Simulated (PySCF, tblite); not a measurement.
**C₅H₅FNOP: geometry, infrared bands and NMR shifts**

What infrared bands and NMR shifts should C₅H₅FNOP (`COc1nccpc1F`) show?

Computed with tblite 0.8.0 and PySCF 2.14.0, with density-fitted response routines of our own, on a single molecule in the gas phase. Atoms count from 0, in the outputs and in this text.

## (1) Starting geometry

14 atoms, charge 0, multiplicity 1; geometry from: force field or distance geometry start.

Bonds of the start (Å): C0–O1 1.43, O1–C2 1.39, C2–N3 1.33, N3–C4 1.33, C4–C5 1.38, C5–P6 1.76, P6–C7 1.77, C7–F8 1.35, C7–C2 1.39, C0–H9 1.09, C0–H10 1.08, C0–H11 1.13, C4–H12 1.09, C5–H13 1.08.

## (2) Relaxing the molecule with GFN2-xTB

The job: settings as JSON, then the geometry in Å.

```
{"job": {"kind": "relax", "xc": "GFN2-xTB", "basis": "xTB"}, "charge": 0, "multiplicity": 1}
C      2.482400    -0.446700    -0.275300
O      1.658700     0.666100     0.088600
C      0.271100     0.547700     0.150600
N     -0.252200    -0.631200    -0.182200
C     -1.522500    -1.008500    -0.200900
C     -2.606700    -0.205100     0.088200
P     -2.228600     1.452300     0.552700
C     -0.474000     1.658500     0.519400
F      0.093600     2.844200     0.834900
H      2.935100    -0.216700    -1.238400
H      3.232800    -0.720000     0.452700
H      1.780200    -1.330600    -0.362300
H     -1.754700    -2.037100    -0.489000
H     -3.615800    -0.573400     0.038800
```

Command:

```
$ OMP_NUM_THREADS=1 python probes_run.py task.json out
```

The driver reads the jobs from task.json and runs them one after another.

**Question.** This job is followed by: GFN2-xTB harmonic vibrations, gas phase; GIAO PBE0/pcSseg-1 NMR shielding, non-relativistic, gas phase. What will the session give for the following? strongest single infrared mode (GFN2-xTB); zero-point energy (GFN2-xTB); 13C shifts against TMS (PBE0/pcSseg-1); 1H shifts against TMS (PBE0/pcSseg-1, means over atoms taken as alike); 17O shifts against H2O (PBE0/pcSseg-1); 15N shifts against NH3 (PBE0/pcSseg-1); 31P shifts against H3PO4 (PBE0/pcSseg-1); 19F shifts against CFCl3 (PBE0/pcSseg-1); surface potential, 1st and 99th percentile.

The runs gave:

| quantity | value |
| --- | --- |
| strongest single infrared mode (GFN2-xTB) | 1459 cm⁻¹, 203 km/mol |
| zero-point energy (GFN2-xTB) | 58.5 kcal/mol |
| 13C shifts against TMS (PBE0/pcSseg-1) | 194.5, 162.8, 151.7, 142.5, 55.5 ppm |
| 1H shifts against TMS (PBE0/pcSseg-1, means over atoms taken as alike) | 8.67, 8.02, 4.19 ppm |
| 17O shifts against H2O (PBE0/pcSseg-1) | 126.5 ppm |
| 15N shifts against NH3 (PBE0/pcSseg-1) | 319.3 ppm |
| 31P shifts against H3PO4 (PBE0/pcSseg-1) | 214.9 ppm |
| 19F shifts against CFCl3 (PBE0/pcSseg-1) | -114.5 ppm |
| surface potential, 1st and 99th percentile | -1.22 V and 1.09 V |

In words: Relaxing lowered the energy by 0.579 eV in 100 steps; the close pair that moved most is O1–C2, from 1.394 to 1.338 Å. No mode is imaginary among the 36: a minimum at this level. The strongest single mode, at 1459 cm⁻¹, is spread over many atoms; the largest shares are those of N3, C2. GFN2-xTB is a fitted tight-binding method: band positions and strengths are rough. Its intensities can rank the bands wrongly. At PBE0/pcSseg-1: The largest span, 711 ppm, is at P6, where the paramagnetic term is -863 ppm. NICS(1)zz of -23 ppm above the planar ring from C2 marks a diatropic (aromatic) ring current. By nearest atom (PBE0/pcSseg-1), the HOMO sits on C7 23 %; O1 20 % and the LUMO on P6 43 %; C7 16 %.
